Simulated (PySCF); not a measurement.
# C₃H₉BFN: electronic excitations and core binding energies

Aim: predict the electronic excitations and core binding energies of C₃H₉BFN (`C=C(F)C[BH2-][NH3+]`).

The runs use PySCF 2.14.0, with density-fitted response routines of our own; the level of theory stands in each step. All values are computed, except where a source is named. Atoms count from 0, in the outputs and in this text.

## (1) The molecule as given

15 atoms, charge 0, multiplicity 1; geometry from: GFN2-xTB.

Bonds of the start (Å): C0–C1 1.32, C1–F2 1.38, C1–C3 1.48, C3–B4 1.65, B4–N5 1.64, C0–H6 1.08, C0–H7 1.07, C3–H8 1.09, C3–H9 1.09, B4–H10 1.19, B4–H11 1.19, N5–H12 1.02, N5–H13 1.02, N5–H14 1.01.

## (2) Excited states and response: CAM-B3LYP/def2-SVPD

What the job is given:

```
{"job": {"kind": "uv", "xc": "CAM-B3LYP", "basis": "def2-SVPD", "nstates": 8, "ntriplets": 3}, "charge": 0, "multiplicity": 1}
C      2.393240    -0.207568    -0.509220
C      1.229429     0.366130    -0.266762
F      0.703665     1.174082    -1.258354
C      0.334596     0.246858     0.901554
B     -1.007521    -0.653627     0.581092
N     -1.853619     0.210802    -0.527978
H      2.917372    -0.057069    -1.436361
H      2.844564    -0.848965     0.222362
H      0.894067    -0.210017     1.714720
H      0.043480     1.250763     1.223197
H     -0.747294    -1.694074     0.066831
H     -1.709967    -0.753453     1.535925
H     -1.237416     0.405989    -1.312682
H     -2.145867     1.090520    -0.114544
H     -2.663144    -0.312381    -0.841692
```

Method: TDDFT CAM-B3LYP/def2-SVPD, vertical, gas phase, core orbitals frozen in the response.

Command:

```console
$ OMP_NUM_THREADS=1 python probes_run.py task.json out
```

This one command runs all jobs of the session in turn.

The program printed:

```text
coarse grid: 12072 points
cycle   1  E = -298.7156152950  dE =  6.434e-01  |g| = 5.528e-01  |ddm| = 5.872e+00
cycle   2  E = -298.7336251607  dE = -1.801e-02  |g| = 5.538e-01  |ddm| = 1.459e+00
cycle   3  E = -298.7889807718  dE = -5.536e-02  |g| = 7.767e-02  |ddm| = 7.109e-01
cycle   4  E = -298.7900785188  dE = -1.098e-03  |g| = 3.050e-02  |ddm| = 1.431e-01
cycle   5  E = -298.7902916261  dE = -2.131e-04  |g| = 6.050e-03  |ddm| = 5.775e-02
cycle   6  E = -298.7902997910  dE = -8.165e-06  |g| = 2.028e-03  |ddm| = 1.562e-02
final grid: 115776 points
cycle   7  E = -298.8374112289  dE = -4.204e-05  |g| = 5.701e-03  |ddm| = 9.257e-02
cycle   8  E = -298.8374091716  dE =  2.057e-06  |g| = 6.850e-03  |ddm| = 1.376e-02
cycle   9  E = -298.8374175368  dE = -8.365e-06  |g| = 5.389e-04  |ddm| = 5.834e-03
cycle  10  E = -298.8374175844  dE = -4.763e-08  |g| = 2.093e-04  |ddm| = 9.540e-04
cycle  11  E = -298.8374175935  dE = -9.108e-09  |g| = 3.788e-05  |ddm| = 3.448e-04
cycle  12  E = -298.8374175939  dE = -3.325e-10  |g| = 1.073e-05  |ddm| = 8.043e-05
converged SCF energy = -298.8374175939

Static polarisability (au): isotropic 65.592, principal 55.489 60.121 81.166

Singlet excitations
state   eV       nm        f      main configurations
  1   6.1679    201.0   0.02915   H->L 0.88
  2   6.9440    178.5   0.05605   H->L+2 0.79
  3   7.0009    177.1   0.23971   H->L+1 0.59, H-1->L 0.23
  4   7.0675    175.4   0.10257   H-1->L 0.71, H->L+1 0.21
  5   7.6061    163.0   0.00802   H->L+3 0.39, H->L+5 0.20, H->L+4 0.18
  6   7.6809    161.4   0.07178   H->L+4 0.63, H->L+3 0.17
  7   7.7841    159.3   0.00866   H->L+5 0.32, H->L+3 0.21, H->L+6 0.19
  8   8.0257    154.5   0.00787   H-2->L 0.75, H->L+3 0.08

Triplet excitations (Tamm-Dancoff, eV): 4.4304 6.1184 6.8098
```

Run time: 68 s. Hardware: 1 thread of Arm Neoverse N1, shared host; peak memory 0.87 GiB.

The orbitals next to the gap, with their largest atomic shares:

```csv
orbital,eV,atoms
HOMO−3,-11.25,"C3 26 %, N5 19 %, B4 15 %"
HOMO−2,-10.09,"B4 24 %, C3 22 %, C1 14 %"
HOMO−1,-9.42,"B4 38 %, H10 23 %, H11 17 %"
HOMO,-8.01,"C0 35 %, C1 25 %, C3 12 %"
LUMO,0.57,"B4 26 %, H14 17 %, H13 17 %"
LUMO+1,1.78,"C1 15 %, C0 15 %, H9 11 %"
LUMO+2,1.93,"C0 28 %, C1 13 %, H7 12 %"
```

With each of the 8 states as a Gaussian band of 0.4 eV half-width at 1/e, the curve within the window shown has maxima at 177 nm (ε 16,000) L/(mol cm). Beyond the last state computed it falls off for lack of states. The curve at chosen wavelengths:

(nm, ε (L/mol/cm)): (149, 467), (152, 1167), (155, 2254), (158, 3460), (161, 4534), (164, 5768), (167, 7883), (169, 9929), (172, 13354), (175, 15798), (178, 15986), (181, 13852), (184, 10427), (187, 6994), (190, 4374), (193, 2759), (196, 1929), (199, 1543), (202, 1329), (204, 1204), (207, 1000), (210, 779), (213, 564), (216, 381), (219, 241), (222, 143)

Leading natural transition orbitals of singlet state 3: the hole lies on C0 32 %; C1 17 %; C3 13 %; the particle on C1 25 %; C0 12 %; H6, H7 about 11 % each.

Leading natural transition orbitals of singlet state 1: the hole lies on C0 32 %; C1 18 %; C3 13 %; the particle on H13, H14 about 20 % each; H12 15 %; F2 9 %.

Ground-state properties from the same run:

| property | computed |
| --- | --- |
| dipole moment (D) | 3.60 |
| polarisability (Å³) | 9.72 |
| HOMO–LUMO gap (eV) | 8.58 |
| −ε(HOMO) (eV) | 8.01 |

The fields below are evaluated on a grid from the run's orbitals.

Frontier orbitals at CAM-B3LYP/def2-SVPD, with the share of their density that lies nearest to each atom:

```csv
orbital,energy (eV),lies on
HOMO,-8.01,C0 36 %; C1 21 %; C3 10 %
LUMO,0.57,"H13, H14 about 29 % each; H12 13 %; H11 7 %"
```

ELF in a plane through or near 7 of the atoms.

Ten even steps from ' ' (0.00) to '@' (1.00):
```
                                                        
                                                        
                                                        
                                ..--##**::              
                    ::==--      ++@@@@@@%%--            
          ..--..    --****..  ::%%@@@@@@@@%%..          
        ..##@@%%::  ..====::::::%%@@@@@@@@##..          
        ==@@@@@@%%    ..::==++....==@@@@**..            
        ==@@@@@@%%::  ..::++**..@@::==::                
        ..**@@%%++**++++--::==::..==**--..              
          --**::::%%%%##++....::**@@%%####++..          
      ..--%%@@##--%%%%**--    ..**##--@@@@@@++          
      --%%@@@@@@##--::::..    ++@@@@##%%@@@@++          
      --%%@@@@@@**    ..::::  **@@@@**++##**::          
        ++@@@@%%..  ..::==::  ==@@@@++......            
            ..        ....      ::::..                  
                                                        
                                                        
                                                        
                                                        
```
The map spans 11.2 Å across and 8.6 Å up, centred on the molecule. Atoms in the plane (x, y in Å): C0 (-2.4, -0.3), B4 (1.0, 0.7), H6 (-3.0, -1.2), H7 (-2.8, 0.7), H11 (1.8, 1.6), H12 (1.2, -1.4), H14 (2.6, -0.8).

On the surface of density 0.002 e/bohr³ the electrostatic potential runs, from the 1st to the 99th percentile, from -1.17 to 2.56 V.

## (3) X-ray photoelectron lines: SCAN, X2C

Same as in step 2 but for these lines:

```diff
@@ -1,2 +1,2 @@
-{"job": {"kind": "uv", "xc": "CAM-B3LYP", "basis": "def2-SVPD", "nstates": 8, "ntriplets": 3}, "charge": 0, "multiplicity": 1}
+{"job": {"kind": "xps"}, "charge": 0, "multiplicity": 1}
 C      2.393240    -0.207568    -0.509220
```

With the program's defaults for keys left out, this is: delta-SCF UKS SCAN, pcX-2 on the ionised atom, pcseg-1 elsewhere, spin-free X2C.

The program printed:

```text
ground state, core basis on atom 0 (C), 160 functions
  cycle   1  E = -299.07113311  |g| = 6.41e-01
  cycle   2  E = -299.02424617  |g| = 7.94e-01
  cycle   3  E = -299.17133545  |g| = 1.32e-01
  cycle   4  E = -299.17502703  |g| = 5.49e-02
  cycle   5  E = -299.17580959  |g| = 1.79e-02
  cycle   6  E = -299.17587648  |g| = 6.91e-03
  cycle   7  E = -299.17588521  |g| = 2.36e-03
  cycle   8  E = -299.17588457  |g| = 6.39e-04
  cycle   9  E = -299.17588577  |g| = 1.34e-04
  E(ground) = -299.18269301 Eh
hole in C 1s of atom 0
  cycle   1  E = -287.96186933  |g| = 1.51e+00
  cycle   2  E = -287.11768397  |g| = 1.87e+00
  cycle   3  E = -288.42761506  |g| = 4.64e-01
  cycle   4  E = -288.49125133  |g| = 3.14e-01
  cycle   5  E = -288.53523396  |g| = 7.38e-02
  cycle   6  E = -288.53666085  |g| = 3.43e-02
  cycle   7  E = -288.53721671  |g| = 9.03e-03
  cycle   8  E = -288.53724909  |g| = 4.99e-03
  cycle   9  E = -288.53726311  |g| = 1.55e-03
  cycle  10  E = -288.53726642  |g| = 8.93e-04
  cycle  11  E = -288.53726671  |g| = 2.70e-04
  E(ion) = -288.54422963 Eh   <S^2> = 0.7747   hole on atom = 1.000   binding energy = 289.487 eV
ground state, core basis on atom 1 (C), 160 functions
  cycle   1  E = -299.17941062  |g| = 6.16e-02
  cycle   2  E = -299.17895923  |g| = 4.99e-02
  cycle   3  E = -299.17916312  |g| = 4.15e-02
  cycle   4  E = -299.17958010  |g| = 6.69e-03
  cycle   5  E = -299.17959132  |g| = 1.39e-03
  cycle   6  E = -299.17958988  |g| = 3.23e-04
  E(ground) = -299.18622314 Eh
hole in C 1s of atom 1
  cycle   1  E = -287.86718844  |g| = 1.51e+00
  cycle   2  E = -284.35073937  |g| = 2.75e+00
  cycle   3  E = -287.98740599  |g| = 1.01e+00
  cycle   4  E = -288.32553172  |g| = 5.35e-01
  cycle   5  E = -288.42152364  |g| = 1.67e-01
  cycle   6  E = -288.42770155  |g| = 1.14e-01
  cycle   7  E = -288.43536679  |g| = 3.26e-02
  cycle   8  E = -288.43607089  |g| = 9.98e-03
  cycle   9  E = -288.43627740  |g| = 6.81e-03
  cycle  10  E = -288.43641892  |g| = 3.59e-03
  cycle  11  E = -288.43644475  |g| = 1.85e-03
  cycle  12  E = -288.43644844  |g| = 1.14e-03
  cycle  13  E = -288.43644903  |g| = 2.65e-04
  E(ion) = -288.44341279 Eh   <S^2> = 0.8495   hole on atom = 1.000   binding energy = 292.327 eV
ground state, core basis on atom 2 (F), 160 functions
  cycle   1  E = -299.21801755  |g| = 1.19e-01
  cycle   2  E = -299.21707229  |g| = 8.37e-02
  cycle   3  E = -299.21710830  |g| = 7.91e-02
  cycle   4  E = -299.21827995  |g| = 9.90e-03
  cycle   5  E = -299.21830488  |g| = 9.22e-04
  cycle   6  E = -299.21830336  |g| = 3.37e-04
  E(ground) = -299.22670485 Eh
hole in F 1s of atom 2
  cycle   1  E = -272.86316706  |g| = 2.59e+00
  cycle   2  E = -271.87057248  |g| = 2.50e+00
  cycle   3  E = -273.33810222  |g| = 8.67e-01
  cycle   4  E = -273.61924499  |g| = 5.27e-01
  cycle   5  E = -273.74174978  |g| = 1.90e-01
  cycle   6  E = -273.76189360  |g| = 6.66e-02
  cycle   7  E = -273.76438824  |g| = 1.06e-02
  cycle   8  E = -273.76443928  |g| = 4.54e-03
  cycle   9  E = -273.76445043  |g| = 1.50e-03
  cycle  10  E = -273.76445243  |g| = 8.12e-04
  cycle  11  E = -273.76445436  |g| = 6.65e-04
  cycle  12  E = -273.76445703  |g| = 5.53e-04
  cycle  13  E = -273.76445912  |g| = 3.77e-04
  E(ion) = -273.77919346 Eh   <S^2> = 0.7582   hole on atom = 1.000   binding energy = 692.462 eV
ground state, core basis on atom 3 (C), 160 functions
  cycle   1  E = -299.17291700  |g| = 8.62e-02
  cycle   2  E = -299.17144633  |g| = 1.16e-01
  cycle   3  E = -299.17348224  |g| = 2.37e-02
  cycle   4  E = -299.17355565  |g| = 1.04e-02
  cycle   5  E = -299.17358417  |g| = 2.33e-03
  cycle   6  E = -299.17358496  |g| = 3.78e-04
  E(ground) = -299.18001350 Eh
hole in C 1s of atom 3
  cycle   1  E = -287.96055526  |g| = 1.51e+00
  cycle   2  E = -287.25643247  |g| = 1.84e+00
  cycle   3  E = -288.43776197  |g| = 4.38e-01
  cycle   4  E = -288.46664605  |g| = 3.38e-01
  cycle   5  E = -288.52463477  |g| = 6.54e-02
  cycle   6  E = -288.52606483  |g| = 3.38e-02
  cycle   7  E = -288.52644739  |g| = 1.09e-02
  cycle   8  E = -288.52649216  |g| = 4.62e-03
  cycle   9  E = -288.52650448  |g| = 1.36e-03
  cycle  10  E = -288.52650803  |g| = 1.05e-03
  cycle  11  E = -288.52651038  |g| = 6.56e-04
  cycle  12  E = -288.52651254  |g| = 5.00e-04
  cycle  13  E = -288.52651334  |g| = 3.60e-04
  E(ion) = -288.53271919 Eh   <S^2> = 0.7676   hole on atom = 1.000   binding energy = 289.728 eV
ground state, core basis on atom 4 (B), 160 functions
  cycle   1  E = -299.16714992  |g| = 4.96e-02
  cycle   2  E = -299.16707317  |g| = 2.86e-02
  cycle   3  E = -299.16721111  |g| = 1.75e-02
  cycle   4  E = -299.16729019  |g| = 5.96e-03
  cycle   5  E = -299.16729882  |g| = 9.72e-04
  cycle   6  E = -299.16729931  |g| = 2.24e-04
  E(ground) = -299.17497537 Eh
hole in B 1s of atom 4
  cycle   1  E = -291.62007126  |g| = 1.18e+00
  cycle   2  E = -290.10354388  |g| = 1.88e+00
  cycle   3  E = -291.92472211  |g| = 4.50e-01
  cycle   4  E = -292.01661306  |g| = 2.10e-01
  cycle   5  E = -292.03455017  |g| = 8.58e-02
  cycle   6  E = -292.03729290  |g| = 3.90e-02
  cycle   7  E = -292.03797837  |g| = 1.39e-02
  cycle   8  E = -292.03807576  |g| = 5.69e-03
  cycle   9  E = -292.03810135  |g| = 2.01e-03
  cycle  10  E = -292.03810943  |g| = 1.45e-03
  cycle  11  E = -292.03811191  |g| = 1.08e-03
  cycle  12  E = -292.03811530  |g| = 7.72e-04
  cycle  13  E = -292.03811920  |g| = 6.08e-04
  cycle  14  E = -292.03812193  |g| = 4.32e-04
  E(ion) = -292.04708030 Eh   <S^2> = 0.7729   hole on atom = 1.000   binding energy = 193.960 eV
ground state, core basis on atom 5 (N), 160 functions
  cycle   1  E = -299.18628954  |g| = 7.21e-02
  cycle   2  E = -299.18628682  |g| = 1.01e-02
  cycle   3  E = -299.18626437  |g| = 1.42e-02
  cycle   4  E = -299.18630913  |g| = 1.06e-03
  cycle   5  E = -299.18630893  |g| = 3.45e-04
  E(ground) = -299.19063441 Eh
hole in N 1s of atom 5
  cycle   1  E = -283.52021013  |g| = 1.85e+00
  cycle   2  E = -281.31215573  |g| = 2.44e+00
  cycle   3  E = -283.87827672  |g| = 7.58e-01
  cycle   4  E = -284.15952363  |g| = 2.68e-01
  cycle   5  E = -284.18608233  |g| = 1.53e-01
  cycle   6  E = -284.19398254  |g| = 8.55e-02
  cycle   7  E = -284.19733958  |g| = 1.45e-02
  cycle   8  E = -284.19742942  |g| = 6.69e-03
  cycle   9  E = -284.19744912  |g| = 2.59e-03
  cycle  10  E = -284.19745101  |g| = 1.10e-03
  cycle  11  E = -284.19745192  |g| = 2.58e-04
  E(ion) = -284.20148344 Eh   <S^2> = 0.7643   hole on atom = 1.000   binding energy = 407.876 eV
```

Run time: 2.8 min. Hardware: 1 thread of Arm Neoverse N1, shared host; peak memory 0.65 GiB.

The holes in one table. −ε is the ground-state orbital energy:

| hole | stands for | environment | ΔSCF (eV) | −ε (eV) | ⟨S²⟩ |
| --- | --- | --- | --- | --- | --- |
| C1s on C0 | C0 | terminal =CH2 carbon | 289.49 | 272.8 | 0.775 |
| C1s on C1 | C1 | fully substituted alkene carbon | 292.33 | 275.5 | 0.850 |
| F1s on F2 | F2 | vinylic fluorine | 692.46 | 666.8 | 0.758 |
| C1s on C3 | C3 | allylic sp3 CH2 bonded to B | 289.73 | 272.8 | 0.768 |
| B1s on B4 | B4 | boron bonded to C, N, 2 H | 193.96 | 178.4 | 0.773 |
| N1s on N5 | N5 | donor nitrogen of a Lewis adduct | 407.88 | 388.1 | 0.764 |

## (4) Outcome

| quantity | value |
| --- | --- |
| lowest singlet (CAM-B3LYP/def2-SVPD) | 6.17 eV (201 nm), f = 0.029 |
| brightest single state of those computed | state 3, 7.00 eV, f = 0.240 |
| lowest triplet | 4.43 eV |
| surface potential, 1st and 99th percentile | -1.17 V and 2.56 V |
| C1s binding energies, SCAN/pcX-2 | C1 292.33, C3 289.73, C0 289.49 eV |
| F1s binding energies, SCAN/pcX-2 | F2 692.46 eV |
| B1s binding energies, SCAN/pcX-2 | B4 193.96 eV |
| N1s binding energies, SCAN/pcX-2 | N5 407.88 eV |

What this shows: The first singlet state (HOMO→LUMO 0.88) lies at 6.17 eV and is weak; of the 8 states computed, the strongest absorption comes from state 3 at 7.00 eV. The lowest triplet lies 1.74 eV below the lowest singlet (triplets in Tamm-Dancoff, singlets in full TDDFT). The C1s levels kept as sound span 2.84 eV, from C0 (terminal =CH2 carbon) up to C1 (fully substituted alkene carbon).
